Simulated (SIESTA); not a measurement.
HPbNO4:

```
H Pb N O
1.0
     3.85707    0.00178   -0.03658
     0.17353    4.33436   -0.01647
     0.75803    0.83873    5.87662
H Pb N O
1 1 1 4
Direct
  0.61511 0.89559 0.19844
  0.64597 0.44651 0.91685
  0.71474 0.23810 0.50058
  0.16958 0.47007 0.77768
  0.62919 0.97045 0.49845
  0.56424 0.92583 0.03849
  0.78022 0.42250 0.31951
```

The cell was built by a generator and needn't be a form met in nature.

Program: SIESTA 5.4.2. Alike in all runs: no spin polarisation; cell as given; k mesh 7 × 6 × 5; smearing fermi-dirac 0.05 eV; grid cutoff 800 Ry; energy shift 0.003 Ry.

Order these runs on this cell by their pressure, lowest first.
A. level PBE; potentials or basis PseudoDojo 0.4 standard (PBE files), DZP (energy shift 0.003 Ry; two zetas on semicore shells)
B. level BLYP; potentials or basis PseudoDojo 0.4 standard (PBE files), DZP (energy shift 0.003 Ry; two zetas on semicore shells)
C. level PBEsol; potentials or basis PseudoDojo 0.4 standard (PBEsol files), DZP (energy shift 0.003 Ry; two zetas on semicore shells)
D. level LDA; potentials or basis PseudoDojo 0.4 standard (LDA files), DZP (energy shift 0.003 Ry; two zetas on semicore shells)

D (-2.6 GPa), C (0.8 GPa), A (3.7 GPa), B (7.1 GPa).

Caveats: the basis of atomic orbitals isn't converged, which shifts pressures, moduli and gaps; the potentials were made for another functional, which shifts forces and pressure (some runs).

Not every run made on this cell is shown here.
